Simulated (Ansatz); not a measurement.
# AlBBrFH3N: comparison of dispersion corrections

Wanted for AlBBrFH3N: a comparison of dispersion corrections.

Program: the Python package of Ansatz 0.2.0. The levels of theory stand in the script. These are calculated values, not measurements.

## Step 1: Starting point

Bond lengths: N1–Al2 1.856 Å, Al2–B3 2.060 Å, B3–F4 1.549 Å, B3–Br5 1.978 Å, N1–H6 1.073 Å, N1–H7 1.090 Å, Al2–H8 1.601 Å. Angles: N1–Al2–B3 120.2°, N1–Al2–H8 120.5°, B3–Al2–H8 119.3°, Al2–N1–H6 108.7°, Al2–N1–H7 106.4°, H6–N1–H7 101.7°, Al2–B3–F4 119.3°, Al2–B3–Br5 121.5°, F4–B3–Br5 119.2°.

The script holds or builds the structure itself.

## Step 2: The code

The input, run_disp.py:

```python
"""Dispersion corrections for AlBBrFH3N."""

import logging
import sys

import ansatz as az

logging.basicConfig(stream=sys.stdout, format="%(levelname)s:%(name)s:%(message)s")
logger = logging.getLogger("ansatz_job")
logger.setLevel(logging.INFO)


def main() -> None:
    albbrfh3n = (
        az.Crystal.molecule()
        .atom("N", [-1.6152, -0.5465, 0.7053])
        .atom("Al", [0.2263, -0.6864, 0.519])
        .atom("B", [1.2405, 0.5942, -0.736])
        .atom("F", [2.779, 0.4711, -0.8614])
        .atom("Br", [0.2996, 2.0049, -1.7545])
        .atom("H", [-2.0631, -0.5715, -0.2691])
        .atom("H", [-1.8167, 0.4794, 1.0143])
        .atom("H", [1.0417, -1.8023, 1.3266])
    )

    base = albbrfh3n.calculation().basis(gaussian="def2-SVP")
    for name in ["revpbe", "b3lyp"]:
        for correction in ("d3bj", "d4"):
            rep = base.functional(name, dispersion=correction).run(threads=1, pin="off").report
            logger.info(f"{name:8s} {correction:5s} total {rep['free_energy_ev']:.5f} eV, of which dispersion {1000 * rep['dispersion']['energy']['ev']:.2f} meV")


if __name__ == "__main__":
    main()
```

## Step 3: What the engine is handed

The package turns the script's settings into the engine's input (first run):

```yaml
crystal:
  periodic: [false, false, false]
  atoms:
    - { symbol: "N", position_ang: [-1.6152, -0.5465, 0.7053] }
    - { symbol: Al, position_ang: [0.2263, -0.6864, 0.519] }
    - { symbol: B, position_ang: [1.2405, 0.5942, -0.736] }
    - { symbol: F, position_ang: [2.779, 0.4711, -0.8614] }
    - { symbol: Br, position_ang: [0.2996, 2.0049, -1.7545] }
    - { symbol: H, position_ang: [-2.0631, -0.5715, -0.2691] }
    - { symbol: H, position_ang: [-1.8167, 0.4794, 1.0143] }
    - { symbol: H, position_ang: [1.0417, -1.8023, 1.3266] }
basis:
  gaussian:
    orbitals: def2-SVP
hamiltonian:
  xc: revpbe
  dispersion: d3bj
```

## Step 4: The run

On the command line:

```bash
python run_disp.py
```

Log:

```text
INFO:ansatz_job:revpbe   d3bj  total -81553.87345 eV, of which dispersion -376.34 meV
INFO:ansatz_job:revpbe   d4    total -81553.94258 eV, of which dispersion -445.47 meV
INFO:ansatz_job:b3lyp    d3bj  total -81564.11916 eV, of which dispersion -305.70 meV
INFO:ansatz_job:b3lyp    d4    total -81564.09477 eV, of which dispersion -281.30 meV
```

It took 14 s on 1 thread of Arm Neoverse V2, shared host; peak memory 0.29 GiB.

## Step 5: What changed from run to run

The engine's inputs for the other runs:

Run 2, against run 1:

```diff
@@ -17 +17 @@
-  dispersion: d3bj
+  dispersion: d4
```

Run 3, against run 1:

```diff
@@ -16 +16 @@
-  xc: revpbe
+  xc: b3lyp
```

Run 4, against run 1:

```diff
@@ -16,2 +16,2 @@
-  xc: revpbe
-  dispersion: d3bj
+  xc: b3lyp
+  dispersion: d4
```

## Step 6: Run by run

From the records of these 4 runs:

```
run  functional  dispersion  energy (eV)  SCF cycles  CPU time (s)
  1      revpbe        d3bj  -81553.8735          20           2.8
  2      revpbe          d4  -81553.9426          20           2.8
  3       b3lyp        d3bj  -81564.1192          18             4
  4       b3lyp          d4  -81564.0948          18             4
```

Totals under unlike functionals or potentials can't be compared directly.

## Step 7: Outcome

```
         quantity                  value
dispersion energy  -445.47 to -281.3 meV
    runs compared                      4
```

In words: The dispersion term depends on the functional it is damped for, so it isn't a property of the molecule alone. All 4 runs converged (18 to 20 cycles). What to keep in mind:
- The geometry is a force-field or estimated start, not a minimum of this method, and the basis set is short of its limit. D4 holds the three-body term, and d3bj doesn't.
- b3lyp holds the VWN-RPA fit, as in Gaussian; the form of ORCA and Turbomole is b3lyp5.
